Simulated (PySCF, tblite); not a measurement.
**C₅H₁₀BrPSi: geometry, infrared bands and NMR shifts**

Aim: predict the infrared bands and NMR shifts of C₅H₁₀BrPSi (`C=C[Si@@H](P)C1(Br)CC1`).

The runs use tblite 0.8.0 and PySCF 2.14.0, with density-fitted response routines of our own; the level of theory stands in each step. All values are computed, except where a source is named. Atoms are numbered from 0 throughout.

## 1. The molecule as given

18 atoms, charge 0, multiplicity 1; geometry from: force field or distance geometry start.

Bonds of the start (Å): C0–C1 1.32, C1–Si2 1.82, Si2–P3 2.20, Si2–C4 1.85, C4–Br5 1.94, C4–C6 1.49, C6–C7 1.52, C7–C4 1.52, C0–H8 1.08, C0–H9 1.09, C1–H10 1.09, Si2–H11 1.50, P3–H12 1.44, P3–H13 1.44, C6–H14 1.10, C6–H15 1.11, C7–H16 1.09, C7–H17 1.10.

## 2. Optimising the geometry with GFN2-xTB

The job: settings as JSON, then the geometry in Å.

```
{"job": {"kind": "relax", "xc": "GFN2-xTB", "basis": "xTB"}, "charge": 0, "multiplicity": 1}
C     -2.435800    -1.446300     0.599000
C     -1.153000    -1.140800     0.600300
Si    -0.526900     0.023600    -0.656400
P     -1.169700     2.101600    -0.353100
C      1.320900    -0.054800    -0.746900
Br     2.111100    -0.441500    -2.470700
C      2.125200    -0.581600     0.397700
C      2.011700     0.920500     0.196300
H     -2.855800    -2.131600     1.325600
H     -3.087100    -0.987000    -0.147500
H     -0.523600    -1.606700     1.359400
H     -1.047700    -0.424800    -1.984500
H     -2.129600     2.526500    -1.344000
H     -1.642700     2.369700     0.975300
H      1.584200    -1.044200     1.238000
H      3.157700    -0.960000     0.255400
H      2.855000     1.476800    -0.221300
H      1.397300     1.406800     0.966000
```

Started as:

```
$ OMP_NUM_THREADS=1 python probes_run.py task.json out
```

This one command runs all jobs of the session in turn.

**Question.** This job is followed by: GFN2-xTB harmonic vibrations, gas phase; GIAO PBE0/pcSseg-1 NMR shielding, non-relativistic, gas phase. What will the session give for the following? strongest single infrared mode (GFN2-xTB); zero-point energy (GFN2-xTB); ¹³C shifts against TMS (PBE0/pcSseg-1); ¹H shifts against TMS (PBE0/pcSseg-1, means over atoms taken as alike); ²⁹Si shifts against TMS (PBE0/pcSseg-1); ³¹P shifts against H3PO4 (PBE0/pcSseg-1); ⁷⁹Br shifts against HBr (PBE0/pcSseg-1); surface potential, 1st and 99th percentile.

The runs gave:

| quantity | value |
| --- | --- |
| strongest single infrared mode (GFN2-xTB) | 2188 cm⁻¹, 186 km/mol |
| zero-point energy (GFN2-xTB) | 80.5 kcal/mol |
| ¹³C shifts against TMS (PBE0/pcSseg-1) | 145.3, 144.4, 32.3, 15.5, 15.0 ppm |
| ¹H shifts against TMS (PBE0/pcSseg-1, means over atoms taken as alike) | 7.35, 6.63, 6.14, 5.09, 1.22, 1.17, 1.14, 0.89, 0.69 ppm |
| ²⁹Si shifts against TMS (PBE0/pcSseg-1) | -13.6 ppm |
| ³¹P shifts against H3PO4 (PBE0/pcSseg-1) | -310.3 ppm |
| ⁷⁹Br shifts against HBr (PBE0/pcSseg-1) | 503 ppm |
| surface potential, 1st and 99th percentile | -0.72 V and 0.94 V |

**Reading.** Relaxing lowered the energy by 1.155 eV in 168 steps; the close pair that moved most is C1–Si2, from 1.824 to 1.888 Å. No mode is imaginary among the 48: a minimum at this level. The strongest single mode, at 2188 cm⁻¹, moves mainly H11. Unscaled tight-binding wavenumbers are off by several per cent, some by more. Its intensities can rank the bands wrongly. C4 stands next to heavy halogen, whose spin-orbit shielding this run leaves out, so the computed shift lies too far downfield, most of all for carbon beside Br or I. The most deshielded carbon is C1 (alkene CH), at 145.3 ppm: the olefinic region. The most deshielded hydrogen is H10 (hydrogen on an alkene CH), at 7.35 ppm: olefinic region. At PBE0/pcSseg-1: The widest tensor belongs to Br5: span 1446 ppm, with a paramagnetic part of -1004 ppm. At PBE0/pcSseg-1, counted by nearest atom on the grid, the HOMO lies on Br5 65 %; C4 12 %, the LUMO on C0, C1 about 26 % each; Si2 8 %. Spin-orbit coupling is left out, which matters for shieldings and couplings at and beside the heavy atoms.
